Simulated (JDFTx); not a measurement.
This JDFTx 1.7.0 (patched build) run on MoSe needs a look.

MoSe.in

```
lattice \
    0.0000000000     5.6088065889     5.6088065889 \
    5.6088065889     0.0000000000     5.6088065889 \
    5.6088065889     5.6088065889     0.0000000000
coords-type Cartesian
ion Mo     0.0000000000     0.0000000000     0.0000000000 1
ion Se     5.6088065889     5.6088065889     5.6088065889 1

ion-species pseudo/Mo.upf
ion-species pseudo/Se.upf
elec-cutoff 43 344
elec-ex-corr gga-PBEsol
van-der-waals D3BJ
kpoint-folding 3 3 3
elec-smearing Fermi 0.00091873305
elec-n-bands 22
electronic-SCF nIterations 2 energyDiffThreshold 1e-09
electronic-minimize nIterations 30 energyDiffThreshold 1e-7
converge-empty-states yes
forces-output-coords Cartesian

dump-name run.$VAR
dump End Ecomponents EigStats BandEigs Kpoints Forces Stress
```

Potentials or basis: PseudoDojo-SR-PBE-0.5-standard with smoothed tails.

Command:

```bash
$ jdftx -c 1 -i MoSe.in -o MoSe.out
```

Output:

```text
*************** JDFTx 1.7.0 (patched build) ***************

Input parsed successfully to the following command list (including defaults):
[... the input with its defaults ...]

---------- Setting up symmetries ----------

Found 48 point-group symmetries of the bravais lattice
Found 48 space-group symmetries with basis
Applied RMS atom displacement 0 bohrs to make symmetries exact.

---------- Initializing the Grid ----------
R =
[            0      5.60881      5.60881  ]
[      5.60881            0      5.60881  ]
[      5.60881      5.60881            0  ]
unit cell volume = 352.892
G =
[  -0.560118   0.560118   0.560118  ]
[   0.560118  -0.560118   0.560118  ]
[   0.560118   0.560118  -0.560118  ]
Minimum fftbox size, Smin = [  68  68  68  ]
Chosen fftbox size, S = [  70  70  70  ]

---------- Initializing tighter grid for wavefunction operations ----------
R =
[... 117 lines left out ...]
[  0.000661888            0            0  ]
[            0  0.000661888            0  ]
[            0            0  0.000661888  ]

# Ionic positions in cartesian coordinates:
ion Mo   0.000000000000000   0.000000000000000   0.000000000000000 1
ion Se   5.608806588900000   5.608806588900000   5.608806588900000 1

# Forces in Cartesian coordinates:
force Mo  -0.000000000000000  -0.000000000000000   0.000000000000000 1
force Se   0.000000000000000  -0.000000000000000  -0.000000000000000 1

# Energy components:
   Eewald =     -114.1311413277515214
       EH =       49.2198962521960084
     Eloc =     -147.8353773957591386
      Enl =      -44.6126356933730506
     EvdW =       -0.0318474485152056
      Exc =      -33.9345610524114605
 Exc_core =       11.4770831425035755
       KE =      100.2038523708528146
-------------------------------------
     Etot =     -179.6447311522579753
       TS =        0.0002653446292427
-------------------------------------
        F =     -179.6449964968872166

IonicMinimize: Iter:   0  F: -179.644996496887217  |grad|_K:        nan
IonicMinimize: None of the convergence criteria satisfied after 0 iterations.

#--- Lowdin population analysis ---
# oxidation-state Mo +0.338
# oxidation-state Se -0.263

Dumping 'run.eigStats' ...
	eMin: -1.885770 at state 0 ( [ +0.000000 +0.000000 +0.000000 ] spin 0 )
	HOMO: +0.360721 at state 1 ( [ +0.000000 +0.000000 +0.333333 ] spin 0 )
	mu  : +0.365160
	LUMO: +0.367299 at state 3 ( [ +0.000000 +0.333333 -0.333333 ] spin 0 )
	eMax: +0.726732 at state 0 ( [ +0.000000 +0.000000 +0.000000 ] spin 0 )
	HOMO-LUMO gap: +0.006578
	Optical gap  : +0.017157 at state 3 ( [ +0.000000 +0.333333 -0.333333 ] spin 0 )
WARNING: the last solve of the electrons (or of bands or displaced states from it) ended unconverged.
Done!
```

Among its messages:

```text
WARNING: filled levels still moved by 1.3e-02 Eh in the last cycle and may be farther than that from their end: converge the SCF further.
```

Problem. What happened, and what is wrong with the input?

Solution. The calculation stopped without meeting its thresholds. The input holds a flaw that was put in on purpose: too few iterations.
